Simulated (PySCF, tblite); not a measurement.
# C₃H₉BO₄: infrared bands and NMR shifts

What infrared bands and NMR shifts should C₃H₉BO₄ (`COCOCB(O)O`) show?

Computed with tblite 0.8.0 and PySCF 2.14.0, with density-fitted response routines of our own, on a single molecule in the gas phase. Atoms count from 0, in the outputs and in this text.

### 1 Starting geometry

17 atoms, charge 0, multiplicity 1; geometry from: GFN2-xTB.

Bonds of the start (Å): C0–O1 1.40, O1–C2 1.41, C2–O3 1.38, O3–C4 1.44, C4–B5 1.61, B5–O6 1.35, B5–O7 1.35, C0–H8 1.09, C0–H9 1.10, C0–H10 1.10, C2–H11 1.11, C2–H12 1.10, C4–H13 1.10, C4–H14 1.10, O6–H15 0.96, O7–H16 0.96.

### 2 Infrared spectrum with GFN2-xTB

The job: settings as JSON, then the geometry in Å.

```
{"job": {"kind": "ir", "xc": "GFN2-xTB", "basis": "xTB"}, "charge": 0, "multiplicity": 1}
C      2.875698     0.815746    -0.417978
O      1.521644     0.804688    -0.054359
C      1.168203    -0.318518     0.714470
O     -0.158809    -0.263786     1.075810
C     -1.068536    -0.402506    -0.026961
B     -2.570056    -0.213516     0.520634
O     -2.796976     0.139981     1.805045
O     -3.601296    -0.409727    -0.321583
H      3.026876     1.712646    -1.014005
H      3.524614     0.846273     0.465768
H      3.134832    -0.069469    -1.012520
H      1.393541    -1.242769     0.137492
H      1.746361    -0.336792     1.653913
H     -0.919901    -1.385992    -0.492383
H     -0.831300     0.350720    -0.785720
H     -1.991432     0.252995     2.312106
H     -4.460461    -0.267945     0.079821
```

**Question.** This job is followed by: GIAO PBE0/pcSseg-1 NMR shielding, non-relativistic, gas phase. What will the session give for the following? strongest single infrared mode (GFN2-xTB); zero-point energy (GFN2-xTB); ¹³C shifts against TMS (PBE0/pcSseg-1); ¹H shifts against TMS (PBE0/pcSseg-1, means over atoms taken as alike); ¹⁷O shifts against H2O (PBE0/pcSseg-1, means over atoms taken as alike); ¹¹B shifts against BF3·OEt2 (PBE0/pcSseg-1).

As calculated:

| quantity | value |
| --- | --- |
| strongest single infrared mode (GFN2-xTB) | 1338 cm⁻¹, 333 km/mol |
| zero-point energy (GFN2-xTB) | 82.7 kcal/mol |
| ¹³C shifts against TMS (PBE0/pcSseg-1) | 103.7, 61.4, 54.8 ppm |
| ¹H shifts against TMS (PBE0/pcSseg-1, means over atoms taken as alike) | 4.90, 4.66, 3.53, 3.39 ppm |
| ¹⁷O shifts against H2O (PBE0/pcSseg-1, means over atoms taken as alike) | 116.6, 55.4, 42.2 ppm |
| ¹¹B shifts against BF3·OEt2 (PBE0/pcSseg-1) | 28.7 ppm |

What this shows: All 45 modes are real, so the xTB geometry is a minimum. The strongest single mode, at 1338 cm⁻¹, moves mainly B5. GFN2-xTB is a fitted tight-binding method: band positions and strengths are rough. Its intensities can rank the bands wrongly. At PBE0/pcSseg-1: The widest tensor belongs to O6, O7: span 190 ppm, with a paramagnetic part of -166 ppm.
